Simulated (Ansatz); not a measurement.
This script for Ansatz's Python interface starts 5 runs on Ca3Pb, space group Pm-3m. What input does the engine get in each?

The script, `kconv_ca3pb.py`:
```python
import warnings

import ansatz as az
from pymatgen.core import Lattice, Structure
from pymatgen.io.ase import AseAtomsAdaptor
from tabulate import tabulate

warnings.simplefilter("ignore", az.DeckWarning)

pmg_structure = Structure(
    Lattice([(5.049858, 0.0, 0.0), (0.0, 5.049858, 0.0), (0.0, 0.0, 5.049858)]),
    ["Ca", "Ca", "Ca", "Pb"],
    [
        (0.0, 0.5, 0.5),
        (0.5, 0.5, 0.0),
        (0.5, 0.0, 0.5),
        (0.0, 0.0, 0.0),
    ],
)
ca3pb = az.Crystal.from_ase(AseAtomsAdaptor.get_atoms(pmg_structure))

setup = (
    ca3pb.calculation()
    .functional("lda")
    .basis(380)
    .occupations("Gaussian", width=20 * az.meV)
    .eigensolver("davidson")
    .scf(tolerance=1e-08, max_iterations=80, extra_bands=8)
    .forces()
    .stress()
)

rows = []
for value in [(2, 2, 2), (3, 3, 3), (4, 4, 4), (5, 5, 5), (6, 6, 6)]:
    r = setup.kpoints(*value).run(threads=1, backend="cpu").report
    rows.append((value, r["free_energy_ev"] / len(r["lattice"]["sites"]), r["n_iterations"], sum(r["stress_gpa"][i][i] for i in range(3)) / 3, max(abs(f) for row in r["forces_ev_ang"] for f in row), r["n_kpoints"]))

print(tabulate(rows, headers=["mesh", "F/atom (eV)", "iterations", "P (GPa)", "max component (eV/A)", "k-points"], floatfmt=".4f", tablefmt="github"))

for row in rows[:-1]:
    shift = 1000 * (row[1] - rows[-1][1])
    print(f"{row[0]}: {shift:+.2f} meV/atom" + ("  (within 1 meV)" if abs(shift) < 1 else ""))
```

Run 1:
```yaml
crystal:
  lattice:
    - [5.049858, 0.0, 0.0]
    - [0.0, 5.049858, 0.0]
    - [0.0, 0.0, 5.049858]
  atoms:
    - { symbol: Ca, position: [0.0, 0.5, 0.5] }
    - { symbol: Ca, position: [0.5, 0.5, 0.0] }
    - { symbol: Ca, position: [0.5, 0.0, 0.5] }
    - { symbol: Pb, position: [0.0, 0.0, 0.0] }
basis:
  ecutwfc: 380.0
kpoints:
  mp_grid:
    grid: [2, 2, 2]
hamiltonian:
  xc: lda
scf:
  max_iter: 80
  n_extra_bands: 8
  convergence:
    dr2_threshold: 1.0e-08
  occupations:
    method: gaussian
    width: 0.02
  eigensolver:
    kind: davidson
output:
  forces: true
  stress: true
```

Run 2, against run 1:
```diff
-    grid: [2, 2, 2]
+    grid: [3, 3, 3]
```

Run 3, against run 1:
```diff
-    grid: [2, 2, 2]
+    grid: [4, 4, 4]
```

Run 4, against run 1:
```diff
-    grid: [2, 2, 2]
+    grid: [5, 5, 5]
```

Run 5, against run 1:
```diff
-    grid: [2, 2, 2]
+    grid: [6, 6, 6]
```

```console
$ python kconv_ca3pb.py
| mesh      |   F/atom (eV) |   iterations |   P (GPa) |   max component (eV/A) |   k-points |
|-----------|---------------|--------------|-----------|------------------------|------------|
| (2, 2, 2) |    -4230.3481 |            9 |   -2.5665 |                 0.0000 |          4 |
| (3, 3, 3) |    -4230.4382 |            8 |   -2.3693 |                 0.0000 |          4 |
| (4, 4, 4) |    -4230.4830 |            7 |   -2.6152 |                 0.0000 |         10 |
| (5, 5, 5) |    -4230.4846 |           10 |   -2.5076 |                 0.0000 |         10 |
| (6, 6, 6) |    -4230.4901 |            7 |   -2.5231 |                 0.0000 |         20 |
(2, 2, 2): +141.96 meV/atom
(3, 3, 3): +51.86 meV/atom
(4, 4, 4): +7.06 meV/atom
(5, 5, 5): +5.44 meV/atom
```

Caveats:
- The cutoff lies under the one recommended for these potentials.
- Under the recommended cutoff a pressure can be off by several GPa, even in sign.
- The program warned that this SCF threshold is loose for forces or stresses.
- Forces vanish by symmetry here and test nothing.
- Pressure is positive in compression.
- Spin-orbit coupling, which matters for elements this heavy, is left out.
- This cell is a computed structure, which may not be the phase found in nature.
- Shifts are counted from the finest mesh, which is itself no proven limit.
- The script silences the warnings on its input, which a real study should read.
- Wall time of the script: 8.4 s on 1 thread of Intel(R) Xeon(R) 6975P-C (Granite Rapids) (shared host), peak memory 0.49 GiB.
